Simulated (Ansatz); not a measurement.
# CH7NOSi: up Jacob's ladder to CCSD(T)

An exercise on one series of results from a longer session: the logs are not shown, and one member is left open.

The runs use Ansatz 0.2.0, Gaussian basis; functionals in def2-TZVPP, the program's frozen cores in correlated methods.

Levels to be run: LDA (SPW92), PBE-D4, revPBE-D4, BLYP-D4, r2SCAN-D4, B97M-V, PBE0-D4, B3LYP-D4, r2SCANh-D4, r2SCAN0-D4, HSE06-D4, BHLYP-D4, CAM-B3LYP-D4, LC-ωPBE, ωB97X-V, ωB97M-V, B2PLYP, PBE-QIDH; CCSD(T)/def2-SVP; CCSD(T)/def2-TZVPP; CCSD(T)/def2-QZVPP; extrapolation to the limit; RPA on PBE.

**The geometry**

The geometry comes from an earlier relaxation with PBE0-D4 in a triple-zeta def2 set; it is a stationary point, not always the lowest conformer.

11 atoms, charge 0, spin multiplicity 1.

Atoms are counted from 1 here; the program's logs count them from 0.

Bond lengths: C1–Si2 1.862 Å, C1–H5 1.092 Å, C1–H6 1.094 Å, C1–H7 1.093 Å, Si2–N3 1.716 Å, Si2–O4 1.649 Å, Si2–H8 1.487 Å, N3–H9 1.007 Å, N3–H10 1.006 Å, O4–H11 0.959 Å. Angles: Si2–C1–H5 110.2°, Si2–C1–H6 111.2°, Si2–C1–H7 111.4°, H5–C1–H6 107.7°, H5–C1–H7 108.0°, H6–C1–H7 108.1°, C1–Si2–N3 106.8°, C1–Si2–O4 113.3°, C1–Si2–H8 110.5°, N3–Si2–O4 109.8°, N3–Si2–H8 114.3°, O4–Si2–H8 102.2°, Si2–N3–H9 121.6°, Si2–N3–H10 120.4°, H9–N3–H10 111.3°, Si2–O4–H11 115.6°.

The first run:

Contents of in.yaml:

```yaml
crystal:
  periodic: [false, false, false]
  atoms:
    - {symbol: C, position_ang: [-1.129357, 0.882075, 0.235123]}
    - {symbol: Si, position_ang: [-0.008304, -0.600087, 0.125299]}
    - {symbol: N, position_ang: [1.601708, -0.007406, 0.165712]}
    - {symbol: O, position_ang: [-0.240466, -1.494569, -1.240768]}
    - {symbol: H, position_ang: [-2.172922, 0.574634, 0.135633]}
    - {symbol: H, position_ang: [-1.021884, 1.388960, 1.198161]}
    - {symbol: H, position_ang: [-0.913668, 1.605538, -0.555943]}
    - {symbol: H, position_ang: [-0.328770, -1.576934, 1.198985]}
    - {symbol: H, position_ang: [2.389796, -0.626447, 0.263007]}
    - {symbol: H, position_ang: [1.800778, 0.901782, 0.548262]}
    - {symbol: H, position_ang: [0.088389, -1.104547, -2.052771]}
basis:
  gaussian: {orbitals: def2-TZVPP}
hamiltonian: {xc: lda}
output: {orbitals: {seedname: orbitals}}
```

Started as:

```
> ansatz run in.yaml --threads 2 --pin off --events-out ev --progress --plain --max-ram 32768MiB --backend cpu
```

Steps of the session up to this table: LDA; PBE-D4 (GGA); revPBE-D4 (GGA); BLYP-D4 (GGA); r2SCAN-D4 (meta-GGA); B97M-V (meta-GGA); B3LYP-D4 (hybrid); r2SCANh-D4 (hybrid); r2SCAN0-D4 (hybrid); HSE06-D4 (hybrid); BHLYP-D4 (hybrid); CAM-B3LYP-D4 (range-separated); LC-ωPBE (range-separated); ωB97X-V (range-separated); ωB97M-V (range-separated); B2PLYP (double hybrid); PBE-QIDH (double hybrid).

One table of the session follows, with a row left open; its other results are not shown here.

It belongs to the step «Orbital energies across the functionals». 

```
  functional  HOMO (eV)  LUMO (eV)  gap (eV)
 LDA (SPW92)      -6.15      -0.08      6.07
      PBE-D4      -6.00       0.05      6.05
   revPBE-D4      -5.94       0.11      6.05
     BLYP-D4      -5.90       0.01      5.90
   r2SCAN-D4      -6.31       0.78      7.09
      B97M-V      -6.41       0.24      6.65
     PBE0-D4      -7.44       0.87      8.32
    B3LYP-D4          ?          ?         ?
  r2SCANh-D4      -6.85       1.02      7.87
  r2SCAN0-D4      -7.66       1.36      9.03
    HSE06-D4      -7.03       0.51      7.54
    BHLYP-D4      -8.82       1.46     10.28
CAM-B3LYP-D4      -8.91       1.61     10.52
     LC-ωPBE     -10.31       2.94     13.25
     ωB97X-V      -9.94       2.72     12.66
     ωB97M-V      -9.83       2.26     12.09
```

Estimate the missing values for B3LYP-D4.

Worked estimate for «HOMO (eV)». Against the share of exact exchange, BLYP-D4 (0, -5.90), BHLYP-D4 (0.5, -8.82) give a slope of -5.84 per unit share; at 0.2 the line stands at -7.07.

As computed: HOMO (eV): -7.21; LUMO (eV): 0.51; gap (eV): 7.72. In «HOMO (eV)» the line misses by +0.14.
